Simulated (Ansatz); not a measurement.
Set up this calculation in Ansatz 0.2.0, as the native input.

| Item | Value |
| --- | --- |
| Task | single point |
| Functional | exchange-only PBE |
| Potentials or basis | SPMS NC |
| Cutoff | 680 eV (not typed: the program's choice for these potentials) |
| k mesh | 7 × 7 × 7 |
| Occupations | methfessel-paxton, width 0.1 eV |
| Spin | collinear spin, ferromagnetic start |
| Starting moments | [0.5, 0.0] μB |

Crystal: BiTe.

```
Bi Te
1.0
     0.00000    3.23500    3.23500
     3.23500    0.00000    3.23500
     3.23500    3.23500    0.00000
Bi Te
1 1
Direct
  0.00000 0.00000 0.00000
  0.50000 0.50000 0.50000
```

One way to write it, as run:

input.yaml

```yaml
crystal:
  lattice:
    - [0.0, 3.235, 3.235]
    - [3.235, 0.0, 3.235]
    - [3.235, 3.235, 0.0]
  atoms:
    - { symbol: Bi, position: [0.0, 0.0, 0.0], spin: 0.5 }
    - { symbol: Te, position: [0.5, 0.5, 0.5] }
hamiltonian:
  xc: { exchange: pbe, correlation: none }
  pseudopotentials: { kind: nc, source: spms }
magnetization:
  spin_polarized: true
kpoints:
  mp_grid: { grid: [7, 7, 7] }
scf:
  occupations: { method: methfessel_paxton, width: 0.1 }
output:
  forces: true
  stress: true
  eigenvalues: true
```

Potentials or basis: SPMS NC.

Launch:

```sh
$ ansatz run input.yaml --threads 1 --pin off --max-ram 2560MiB --backend cpu --events-out ev --progress --plain --runs-dir out
```

It gave:

The pressure is 9.4 GPa and the band gap on the k mesh is none (metal or under the smearing width). The net moment is 0.06 μB per cell and the absolute moment is 0.06 μB per cell. The site moments are Bi +0.03; Te +0.01 μB.

Caveat: the potentials were made for another functional, which shifts forces and pressure; spin-orbit coupling is left out, which moves the levels of the heavy elements.

Wall time 11 s on 1 thread of Arm Neoverse V1, on a shared host, peak memory 0.36 GiB.
